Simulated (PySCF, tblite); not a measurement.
# C₇H₈P+: geometry, infrared bands and NMR shifts

What infrared bands and NMR shifts should C₇H₈P+ (`C1=C[PH+]2C=CC1C=C2`) show?

Programs: tblite 0.8.0 and PySCF 2.14.0, with density-fitted response routines of our own. Each step states its level of theory. These are calculated values for one molecule in the gas phase, unless marked as measured. Atoms are numbered from 0 throughout.

## (1) The starting structure

16 atoms, charge 1, multiplicity 1; geometry from: force field or distance geometry start.

Bonds of the start (Å): C0–C1 1.36, C1–P2 1.80, P2–C3 1.78, C3–C4 1.36, C4–C5 1.54, C5–C6 1.54, C6–C7 1.36, C5–C0 1.53, C7–P2 1.78, C0–H8 1.08, C1–H9 1.07, P2–H10 1.41, C3–H11 1.09, C4–H12 1.08, C5–H13 1.09, C6–H14 1.08, C7–H15 1.07.

## (2) Relaxing the molecule with GFN2-xTB

What the job is given:

```
{"job": {"kind": "relax", "xc": "GFN2-xTB", "basis": "xTB"}, "charge": 1, "multiplicity": 1}
C     -0.580700    -0.463100    -1.411200
C     -0.508100     0.894000    -1.347800
P      0.157100     1.504900     0.211300
C     -0.902500     0.569000     1.294400
C     -0.957500    -0.764000     1.029400
C     -0.127700    -1.243300    -0.177100
C      1.340200    -0.855900     0.090100
C      1.597400     0.461100     0.299400
H     -0.958600    -0.984300    -2.280700
H     -0.807900     1.538400    -2.144800
H      0.281700     2.896800     0.399600
H     -1.452000     1.006000     2.124200
H     -1.553800    -1.461300     1.606000
H     -0.224500    -2.321400    -0.327000
H      2.108300    -1.608300     0.118200
H      2.581100     0.840300     0.504700
```

The run is started by

```
$ OMP_NUM_THREADS=1 python probes_run.py task.json out
```

One launch serves the whole session: the jobs run in the order shown.

**Question.** This job is followed by: GFN2-xTB harmonic vibrations, gas phase; GIAO PBE0/pcSseg-1 NMR shielding, non-relativistic, gas phase. What will the session give for the following? strongest single infrared mode (GFN2-xTB); zero-point energy (GFN2-xTB); 13C shifts against TMS (PBE0/pcSseg-1, means over atoms taken as alike); 1H shifts against TMS (PBE0/pcSseg-1, means over atoms taken as alike); 31P shifts against H3PO4 (PBE0/pcSseg-1).

The runs gave:

| quantity | value |
| --- | --- |
| strongest single infrared mode (GFN2-xTB) | 739 cm⁻¹, 57 km/mol |
| zero-point energy (GFN2-xTB) | 77.2 kcal/mol |
| 13C shifts against TMS (PBE0/pcSseg-1, means over atoms taken as alike) | 169.5, 128.2, 56.9 ppm |
| 1H shifts against TMS (PBE0/pcSseg-1, means over atoms taken as alike) | 8.79, 7.61, 7.36, 6.29 ppm |
| 31P shifts against H3PO4 (PBE0/pcSseg-1) | -60.4 ppm |

The optimisation took 15 steps and gained 0.231 eV; among the close pairs (by a distance rule), P2–H10 changed most, from 1.410 to 1.375 Å. No mode is imaginary among the 42: a minimum at this level. GFN2-xTB is a fitted tight-binding method: band positions and strengths are rough. Its intensities can rank the bands wrongly. At PBE0/pcSseg-1: The widest tensor belongs to C0, C4, C6: span 302 ppm, with a paramagnetic part of -235 ppm.
